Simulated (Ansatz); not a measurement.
# CH5BO2Si: rigid torsion scan, by script

The task is a rigid torsion scan, for CH5BO2Si.

All numbers are computed with the Python package of Ansatz 0.2.0. Level of theory: r2SCAN/cc-pVDZ.

### 1 The system

Bond lengths: O1–C2 1.341 Å, C2–Si3 1.843 Å, Si3–B4 2.049 Å, Si3–O5 1.675 Å, B4–O5 1.478 Å, O1–H6 1.024 Å, C2–H7 1.105 Å, C2–H8 1.088 Å, Si3–H9 1.445 Å, B4–H10 1.154 Å. Angles (14 of 17 angles, heavy atoms first): O1–C2–Si3 108.5°, C2–Si3–B4 117.7°, C2–Si3–O5 110.5°, B4–Si3–O5 45.4°, Si3–B4–O5 53.8°, Si3–O5–B4 80.8°, O1–C2–H7 112.4°, O1–C2–H8 109.5°, Si3–C2–H7 108.8°, Si3–C2–H8 106.4°, C2–O1–H6 110.4°, C2–Si3–H9 122.3°, B4–Si3–H9 119.7°, O5–Si3–H9 104.9°.

The script holds or builds the structure itself.

### 2 Script

run_torsion.py

```python
'''Rigid torsion scan of CH5BO2Si.'''

import ansatz
from ase import Atoms

BASIS = 'cc-pVDZ'
FUNCTIONAL = 'r2scan'
FMAX = 0.02

atoms = Atoms(['O', 'C', 'Si', 'B', 'O', 'H', 'H', 'H', 'H', 'H'], positions=[
    [-1.5905, 0.8048, -0.9501],
    [-1.1343, -0.3547, -0.4548],
    [0.7056, -0.2756, -0.3834],
    [1.5812, -0.1191, 1.462],
    [1.2006, 1.0029, 0.5781],
    [-1.6093, 1.5224, -0.2194],
    [-1.5213, -0.5607, 0.5597],
    [-1.3803, -1.1636, -1.1392],
    [1.5217, -0.1846, -1.5718],
    [2.3099, -0.723, 2.1219],
])

# relax first, so that the scan starts from a minimum
first = (
    ansatz.Crystal.molecule_from_ase(atoms).calculation()
    .basis(gaussian=BASIS)
    .functional(FUNCTIONAL)
    .relax(force_tolerance=FMAX, max_steps=80)
)
atoms.positions = first.run(threads=1).report['positions_ang']

start = atoms.get_dihedral(3, 2, 1, 0)
energies = {}
for turn in range(0, 360, 40):
    turned = atoms.copy()
    turned.set_dihedral(3, 2, 1, 0, start + turn, indices=[0, 1, 5, 6, 7])
    job = (
        ansatz.Crystal.molecule_from_ase(turned).calculation()
        .basis(gaussian=BASIS)
        .functional(FUNCTIONAL)
    )
    energies[round((start + turn) % 360)] = job.run(threads=1).report['free_energy_ev']
floor = min(energies.values())
print('dihedral B3-Si2-C1-O0 (deg)   E - E(min) (kJ/mol)')
for angle, e in sorted(energies.items()):
    print(f'{angle:8d} {96.485332 * (e - floor):14.3f}  ' + '#' * int(30 * (e - floor) / max(max(energies.values()) - floor, 1e-9)))
```

### 3 Launch

Command:

```console
$ python run_torsion.py
```

The program printed:

```text
dihedral B3-Si2-C1-O0 (deg)   E - E(min) (kJ/mol)
      10         18.763  ####################
      50         14.734  ################
      90          0.000
     130          8.962  ##########
     170         14.137  ###############
     210         16.797  ##################
     250         26.871  ##############################
     290         25.650  ############################
     330         13.359  ##############
```

It took 2.5 min on 1 thread of Arm Neoverse V1, shared host; peak memory 0.24 GiB.

Lines on the test bed's own set-up are left out of the output.

### 4 The relaxation of run 0, step by step

The steps of the relaxation:

```
step  energy from step 1 (eV)  largest force component (eV/Å)
   1                   0.0000                          5.7991
   2                  -1.3127                          2.6821
   3                  -1.6579                          0.9251
   4                  -1.7286                          0.5618
   5                  -1.7041                          0.6602
   6                  -1.7470                          0.2593
   7                  -1.7533                          0.0906
   8                  -1.7567                          0.1132
   9                  -1.7596                          0.0873
  10                  -1.7621                          0.1202
  11                  -1.7643                          0.1491
  12                  -1.7652                          0.0927
  13                  -1.7658                          0.0240
  14                  -1.7658                          0.0081
```

Step 1 is the start. Step 5 was tried and not accepted.

Before: Bond lengths: O1–C2 1.341 Å, C2–Si3 1.843 Å, Si3–B4 2.049 Å, Si3–O5 1.675 Å, B4–O5 1.478 Å, O1–H6 1.024 Å, C2–H7 1.105 Å, C2–H8 1.088 Å, Si3–H9 1.445 Å, B4–H10 1.154 Å. Angles (14 of 17 angles, heavy atoms first): O1–C2–Si3 108.5°, C2–Si3–B4 117.7°, C2–Si3–O5 110.5°, B4–Si3–O5 45.4°, Si3–B4–O5 53.8°, Si3–O5–B4 80.8°, O1–C2–H7 112.4°, O1–C2–H8 109.5°, Si3–C2–H7 108.8°, Si3–C2–H8 106.4°, C2–O1–H6 110.4°, C2–Si3–H9 122.3°, B4–Si3–H9 119.7°, O5–Si3–H9 104.9°.

After: Bond lengths: O1–C2 1.428 Å, C2–Si3 1.905 Å, Si3–B4 1.942 Å, Si3–O5 1.857 Å, B4–O5 1.335 Å, O1–H6 0.972 Å, C2–H7 1.109 Å, C2–H8 1.102 Å, Si3–H9 1.498 Å, B4–H10 1.200 Å. Angles (14 of 17 angles, heavy atoms first): O1–C2–Si3 107.7°, C2–Si3–B4 120.7°, C2–Si3–O5 100.4°, B4–Si3–O5 41.1°, Si3–B4–O5 66.0°, Si3–O5–B4 72.9°, O1–C2–H7 112.4°, O1–C2–H8 107.0°, Si3–C2–H7 110.7°, Si3–C2–H8 111.7°, C2–O1–H6 106.2°, C2–Si3–H9 110.5°, B4–Si3–H9 121.7°, O5–Si3–H9 106.7°.

Run 0 is this relaxation; the runs after it count from 1.

### 5 The engine's runs

From the records of these 9 runs:

| run | turn (°) | energy from run 1 (eV) | SCF cycles | CPU time (s) |
| --- | --- | --- | --- | --- |
| 1 | 0 | 0.0000 | 18 | 5.8 |
| 2 | 40 | 0.0929 | 18 | 5.8 |
| 3 | 80 | 0.1465 | 17 | 5.4 |
| 4 | 120 | 0.1741 | 17 | 5.3 |
| 5 | 160 | 0.2785 | 17 | 5.1 |
| 6 | 200 | 0.2658 | 19 | 5.5 |
| 7 | 240 | 0.1385 | 19 | 5.8 |
| 8 | 280 | 0.1945 | 18 | 5.5 |
| 9 | 320 | 0.1527 | 19 | 5.6 |

### 6 Results

| quantity | value |
| --- | --- |
| runs compared | 9 |
| range of energy | 0.278 eV |
| lowest point, turn (°) | 0 |

The lowest point lies at a turn of 0°, the highest 0.278 eV (26.9 kJ/mol) above it at 160°. The grid can miss the true lowest and highest points, and the rest of the molecule is held rigid. Run 0: After 12 moves the largest shift is 0.501 Å, of atom 6 (H). The scan is rigid and the energies are electronic, in a modest basis. With rigid groups the curve can differ much from the relaxed path, the start wasn't checked as a minimum of this torsion, and equivalent turns needn't return to the same energy.
